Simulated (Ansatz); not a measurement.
# FH₂OSn radical: one species, many methods

The task here is to estimate one member of a computed series from the others.

Method: functionals in def2-TZVPP, the program's frozen cores in correlated methods; program: Ansatz 0.2.0, Gaussian basis.

Plan: LDA (SPW92), PBE-D4, revPBE-D4, BLYP-D4, r2SCAN-D4, B97M-V, PBE0-D4, B3LYP-D4, r2SCANh-D4, r2SCAN0-D4, HSE06-D4, BHLYP-D4, CAM-B3LYP-D4, LC-ωPBE, ωB97X-V, ωB97M-V, B2PLYP, PBE-QIDH; CCSD(T)/def2-SVP; CCSD(T)/def2-TZVPP; MP2/def2-QZVPP; extrapolation to the limit; RPA on PBE.

**Structure used throughout**

The geometry comes from an earlier relaxation with PBE0-D4 in a triple-zeta def2 set; it is a stationary point. Sn takes the def2 core potential; no spin-orbit term is included.

SMILES `[OH][SnH][F]`, 5 atoms, charge 0, spin multiplicity 2.

Atoms are counted from 1 here; the program's logs count them from 0.

Bond lengths: O1–Sn2 1.962 Å, O1–H4 0.962 Å, Sn2–F3 1.934 Å, Sn2–H5 1.742 Å. Angles: Sn2–O1–H4 113.4°, O1–Sn2–F3 102.5°, O1–Sn2–H5 105.8°, F3–Sn2–H5 106.5°.

The first run:

in.yaml

```yaml
crystal:
  periodic: [false, false, false]
  atoms:
    - {symbol: O, position_ang: [-0.684103, -1.180613, 0.020850]}
    - {symbol: Sn, position_ang: [0.295424, 0.403648, 0.636085]}
    - {symbol: F, position_ang: [-0.050476, 1.682416, -0.773064]}
    - {symbol: H, position_ang: [-1.495184, -0.969019, -0.450874]}
    - {symbol: H, position_ang: [1.984239, -0.010132, 0.525504]}
basis:
  gaussian: {orbitals: def2-TZVPP}
magnetization: {spin_polarized: true, initial_magnetization: 1}
hamiltonian: {xc: lda}
output: {orbitals: {seedname: orbitals}}
```

Among the steps run: LDA; PBE-D4 (GGA); revPBE-D4 (GGA); BLYP-D4 (GGA); r2SCAN-D4 (meta-GGA); B97M-V (meta-GGA); PBE0-D4 (hybrid); B3LYP-D4 (hybrid); r2SCANh-D4 (hybrid); r2SCAN0-D4 (hybrid); HSE06-D4 (hybrid); BHLYP-D4 (hybrid); CAM-B3LYP-D4 (range-separated); LC-ωPBE-D4 (range-separated; the results give it without D4); ωB97X-V (range-separated); ωB97M-V (range-separated); B2PLYP (double hybrid); PBE-QIDH (double hybrid).

One of the session's tables, all rows but one given; the rest of the session is left out.

It belongs to the step «Orbital energies across the functionals». 

```
  functional  HOMO (eV)  LUMO (eV)  gap (eV)
 LDA (SPW92)      -5.83      -5.03      0.80
      PBE-D4      -5.74      -4.70      1.04
   revPBE-D4      -5.70      -4.58      1.12
     BLYP-D4      -5.62      -4.73      0.89
   r2SCAN-D4      -6.17      -4.42      1.75
      B97M-V      -5.95      -4.86      1.09
     PBE0-D4      -6.97      -3.88      3.10
    B3LYP-D4      -6.75      -4.28      2.48
  r2SCANh-D4      -6.62      -4.11      2.51
  r2SCAN0-D4          ?          ?         ?
    HSE06-D4      -6.58      -4.25      2.33
    BHLYP-D4      -8.07      -3.15      4.92
CAM-B3LYP-D4      -8.26      -3.01      5.25
     LC-ωPBE      -9.56      -1.60      7.96
     ωB97X-V      -9.11      -1.99      7.12
     ωB97M-V      -9.04      -2.11      6.93
```

Estimate the missing values for r2SCAN0-D4.

Worked estimate for «HOMO (eV)». Against the share of exact exchange, r2SCAN-D4 (0, -6.17), r2SCANh-D4 (0.1, -6.62) give a slope of -4.50 per unit share; at 0.25 the line stands at -7.29.

As computed: HOMO (eV): -7.30; LUMO (eV): -3.66; gap (eV): 3.64. In «HOMO (eV)» the line misses by +0.01.
